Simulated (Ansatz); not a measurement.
**C₂H₂F₅InO: how energies converge with the basis set**

An exercise on one series of results from a longer session: the logs are not shown, and one member is left open.

Program: Ansatz 0.2.0, Gaussian basis. Level of theory: one geometry, several basis sets. These are calculated values, not measurements.

The runs, in order: PBE0-D4/def2-SVP; ωB97M-V/def2-SVP; PBE0-D4/def2-QZVPP; ωB97M-V/def2-QZVPP; the functionals' def2-TZVPP values are taken from earlier runs.

## The geometry

An earlier PBE0-D4 in a triple-zeta def2 set relaxation fixed the geometry. In takes the def2 core potential; no spin-orbit term is included.

SMILES `[F][In]([F])[O]CC(F)(F)F`, 11 atoms, charge 0, spin multiplicity 1.

Atoms are counted from 1 here; the program's logs count them from 0.

Bond lengths: F1–In2 1.922 Å, In2–F3 1.931 Å, In2–O4 1.987 Å, O4–C5 1.387 Å, C5–C6 1.516 Å, C5–H10 1.099 Å, C5–H11 1.096 Å, C6–F7 1.323 Å, C6–F8 1.384 Å, C6–F9 1.325 Å. Angles: F1–In2–F3 117.6°, F1–In2–O4 121.9°, F3–In2–O4 119.5°, In2–O4–C5 116.4°, O4–C5–C6 111.4°, O4–C5–H10 113.8°, O4–C5–H11 109.5°, C6–C5–H10 106.7°, C6–C5–H11 106.9°, H10–C5–H11 108.1°, C5–C6–F7 112.7°, C5–C6–F8 109.0°, C5–C6–F9 113.5°, F7–C6–F8 106.6°, F7–C6–F9 108.9°, F8–C6–F9 105.7°.

The first run:

The input, in.yaml:

```yaml
crystal:
  periodic: [false, false, false]
  atoms:
    - {symbol: F, position_ang: [1.122659, -2.678919, 2.014342]}
    - {symbol: In, position_ang: [1.236417, -1.431488, 0.556394]}
    - {symbol: F, position_ang: [1.966844, -2.069401, -1.113454]}
    - {symbol: O, position_ang: [0.950702, 0.517020, 0.817687]}
    - {symbol: C, position_ang: [0.161620, 1.156505, -0.127317]}
    - {symbol: C, position_ang: [-1.191447, 0.486768, -0.262453]}
    - {symbol: F, position_ang: [-1.878184, 0.928844, -1.303559]}
    - {symbol: F, position_ang: [-1.005736, -0.870907, -0.459861]}
    - {symbol: F, position_ang: [-1.943888, 0.592146, 0.822698]}
    - {symbol: H, position_ang: [0.604603, 1.180154, -1.132778]}
    - {symbol: H, position_ang: [-0.023590, 2.189277, 0.188311]}
basis:
  gaussian: {orbitals: def2-SVP}
hamiltonian: {xc: pbe0, dispersion: d4}
output: {orbitals: {seedname: orbitals}}
```

On the command line:

```sh
$ ansatz run in.yaml --threads 2 --pin off --events-out ev --progress --plain --max-ram 22528MiB --backend cpu
```

Steps of the session up to this table: PBE0-D4 in def2-SVP; ωB97M-V in def2-SVP; PBE0-D4 in def2-QZVPP; ωB97M-V in def2-QZVPP.

One of the session's tables, all rows but one given; the rest of the session is left out.

It belongs to the step «Functionals by basis». 

| functional | basis | HOMO (eV) | LUMO (eV) |
| --- | --- | --- | --- |
| PBE0-D4 | def2-SVP | -8.82 | -2.50 |
| PBE0-D4 | def2-TZVPP | -8.97 | -2.68 |
| PBE0-D4 | def2-QZVPP | ? | ? |
| ωB97M-V | def2-SVP | -11.21 | -0.42 |
| ωB97M-V | def2-TZVPP | -11.39 | -0.69 |
| ωB97M-V | def2-QZVPP | -11.43 | -0.81 |

**Question.** Estimate the row for PBE0-D4, def2-QZVPP.

As computed: HOMO (eV): -9.00; LUMO (eV): -2.72. In the column «HOMO (eV)» it lies between ωB97M-V, def2-SVP (-11.21) and PBE0-D4, def2-TZVPP (-8.97).
